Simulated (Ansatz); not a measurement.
## H2Mg, SMILES [MgH2]: an atomisation energy

Run with Ansatz 0.2.0 through its Python package.

`tae_h2mg.py`:
```python
from collections import Counter

import ansatz as az


def energy(molecule, charge=0, unpaired=0):
    calc = (
        molecule.calculation()
        .basis(gaussian='def2-TZVP')
        .functional('pbe0')
    )
    if charge:
        calc = calc.charge(charge)
    if unpaired:
        calc = calc.spin('collinear', total=unpaired)
    return calc.run(threads=1).report['free_energy_ev']

GEOMETRY = '''
Mg    0.04080   -0.05110    0.00840
H     0.64490    1.55160    0.52420
H    -0.69670   -1.56530   -0.54580
'''

mol = az.Crystal.molecule()
for line in GEOMETRY.strip().splitlines():
    symbol, *xyz = line.split()
    mol = mol.atom(symbol, [float(v) for v in xyz])

unpaired = {'Mg': 0, 'H': 1}
counts = Counter(site.symbol for site in mol.cartesian_sites)
atom_energy = {s: energy(az.Crystal.molecule().atom(s, (0, 0, 0)), 0, unpaired[s]) for s in counts}
whole = energy(mol, 0, 0)
for s, e in atom_energy.items():
    print(f'{s:2s} x{counts[s]}  {e:14.5f} eV')
print(f'H2Mg: {whole:.5f} eV')
split = sum(counts[s] * e for s, e in atom_energy.items()) - whole
print(f'atomisation energy (no zero-point term): {split:.3f} eV, {split / sum(counts.values()):.3f} eV an atom')
```

```console
$ python tae_h2mg.py
Mg x1     -5441.20994 eV
H  x2       -13.63389 eV
H2Mg: -5472.78152 eV
atomisation energy (no zero-point term): 4.304 eV, 1.435 eV an atom
```

4.304 eV from the electronic energies, without the zero-point term.

Notes:
- Total energies depend on the basis set; only differences at equal settings carry meaning.
- The geometry is a force-field or estimated start, not a minimum of this method, and the basis set is short of its limit. All parts are taken at fixed geometry, without zero-point energy.
- It ran for 1.1 s on 1 thread of Arm Neoverse V1 (shared host), peak memory 0.12 GiB.
